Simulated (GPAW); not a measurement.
WS, 2 atoms in the cell. The structure is tetragonal, space group I4/mmm (No. 139). Conventional cell: a = 4.313 Å, b = 4.313 Å, c = 4.949 Å, α = 90.00°, β = 90.00°, γ = 90.00°. Around W (site symmetry 4/mmm) lie 2 S at 2.47 Å. S (site symmetry 4/mmm) is surrounded by 2 W at 2.47 Å. The cell was built by a generator and needn't be a form met in nature.

| Quantity | Value |
| --- | --- |
| Program | GPAW 26.7.0 |
| Task | relaxation of cell and atoms |
| Functional | PBE |
| Potentials or basis | GPAW PAW data sets (gpaw-data 1.2.1) |
| Cutoff | 600 eV |
| Basis | pw |
| k mesh | 6 × 6 × 6 |
| Occupations | fermi-dirac, width 0.05 eV |
| Spin | no spin polarisation |
| Target pressure | 2 GPa |
| Maxiter | 150 |
| Optimizer | BFGS |
| Fmax | 0.02 eV/Å |
| Max steps | 60 |
| Target pressure | 2 GPa |
| Convergence | density=1e-05 forces=0.0001 |

Potentials or basis: GPAW PAW data sets (gpaw-data 1.2.1), pw.

The run is started by

```bash
$ OMP_NUM_THREADS=1 python run.py
```

Hardware: 1 thread of Arm Neoverse V2 (shared host).

How long does it take, and how much memory?

Wall time 96 s on 1 thread of Arm Neoverse V2 (shared host), peak memory 0.22 GiB. Counts: scf iterations 91, plane waves 1548, bands 20, k points 30, ion steps 9.
